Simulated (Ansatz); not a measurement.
This script drives Ansatz 0.2.0, Python API.

Input file `POSCAR_bi2te2se`:
```text
Bi2Te2Se
1.0
   2.16096876    1.24763590   10.58557125
  -2.16096876    1.24763590   10.58557125
   0.00000000   -2.49527179   10.58557125
Bi Te Se
2 2 1
Direct
   0.60827876    0.60827876    0.60827876
   0.39172124    0.39172124    0.39172124
   0.21959513    0.21959513    0.21959513
   0.78040487    0.78040487    0.78040487
   0.00000000    0.00000000    0.00000000
```

The script, `bi2te2se_edit.py`:
```python
"""Keys set on an Input object, for Bi2Te2Se."""

import warnings

import ansatz
from ase.io import read
import pandas as pd

warnings.simplefilter("ignore", ansatz.DeckWarning)

atoms = read("POSCAR_bi2te2se", format="vasp")
xtal = ansatz.Crystal.from_ase(atoms)

model = (
    xtal.calculation()
    .functional("pbesol")
    .basis(17 * ansatz.Ha)
    .kpoints(6, 6, 6)
    .occupations("Fixed")
    .band_table()
)
typed = model.input()
rows = []
for value in [2, 6, 12]:
    edited = typed.set(ansatz.key.scf.n_extra_bands, value)
    summary = ansatz.Session.from_dict(edited).plan().execute().report
    rows.append((value, summary["free_energy_ev"], summary["n_iterations"], len(summary["eigenvalues_ev"][0]) if "eigenvalues_ev" in summary else 0))
print(pd.DataFrame(rows, columns=["extra bands", "F eV", "iterations", "bands listed"]).round(4).to_string(index=False))
```

It is started by `python bi2te2se_edit.py`. How long does it take on 1 thread of Arm Neoverse V2, on a shared host, and how much memory does it need?

It took about 40 s, with a peak of 0.72 GiB, for 3 runs of the engine.

```console
$ python bi2te2se_edit.py
 extra bands        F eV  iterations  bands listed
           2 -43712.6327           8            41
           6 -43712.6327           8            45
          12 -43712.6327           8            51
```

What to keep in mind:
- Absolute energies stand on the zero of these potentials, so only differences at equal settings mean something. A total without «per atom» is that of the cell as typed.
- Spin-orbit coupling, which matters for elements this heavy, is left out.
- The structure comes from a database of computed cells and needn't be a stable or known phase.
